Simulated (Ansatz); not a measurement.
# AlNi3 (Pm-3m): equation of state

Computed with Ansatz 0.2.0 (DFT PBE, scalar-relativistic, plane waves, PAW, unless a step's input says otherwise).

## Step 1: The structure to begin with

The structure is cubic, space group Pm-3m (No. 221). Conventional cell: a = 3.567 Å, b = 3.567 Å, c = 3.567 Å, α = 90.00°, β = 90.00°, γ = 90.00°. Around Al (site symmetry m-3m) lie 12 Ni at 2.52 Å. Around Ni (site symmetry 4/mmm) lie 4 Al at 2.52 Å and 8 Ni at 2.52 Å.

As a file:

```cif
data_structure
_symmetry_space_group_name_H-M 'P 1'
_symmetry_Int_Tables_number 1
_cell_length_a 3.5666
_cell_length_b 3.5666
_cell_length_c 3.5666
_cell_angle_alpha 90.000
_cell_angle_beta 90.000
_cell_angle_gamma 90.000
_cell_volume 45.37
loop_
_atom_site_label
_atom_site_type_symbol
_atom_site_fract_x
_atom_site_fract_y
_atom_site_fract_z
_atom_site_occupancy
Al1 Al 0.00000 0.00000 0.00000 1
Ni1 Ni 0.00000 0.50000 0.50000 1
Ni2 Ni 0.50000 0.00000 0.50000 1
Ni3 Ni 0.50000 0.50000 0.00000 1
```

An earlier run at PBE left this cell at 11.342 Å³/atom and 0.00 GPa (12×12×12 mesh).

Volume factors to run: 0.980, 1.020, 0.960, 1.040.

## Step 2: At 0.980 of the relaxed volume

File input.yaml:

```yaml
crystal:
  lattice:
    - [3.5426515965, 0.0, 0.0]
    - [0.0, 3.5426515965, 0.0]
    - [0.0, 0.0, 3.5426515965]
  atoms:
    - { symbol: Al, position: [0.0, 0.0, 0.0] }
    - { symbol: Ni, position: [0.0, 0.5, 0.5], spin: 0.31 }
    - { symbol: Ni, position: [0.5, 0.0, 0.5], spin: 0.31 }
    - { symbol: Ni, position: [0.5, 0.5, 0.0], spin: 0.31 }
basis:
  ecutwfc: 420
  ecutrho_ratio: 4
kpoints:
  mp_grid: { grid: [12, 12, 12] }
hamiltonian:
  xc: pbe
scf:
  occupations: { method: gaussian, width: 0.05 }
output:
  forces: true
  stress: true
  eigenvalues: true
  populations: true
magnetization:
  spin_polarized: true
```

The run is started by

```console
ansatz run input.yaml --threads 2 --pin off --max-ram 5120MiB --backend cpu --events-out ev --progress --plain --runs-dir out
```

What time and memory should one allow on 2 threads of Intel Xeon at 2.50GHz (Skylake/Cascade Lake), shared host?

About 27 s, with a peak of 0.54 GiB.
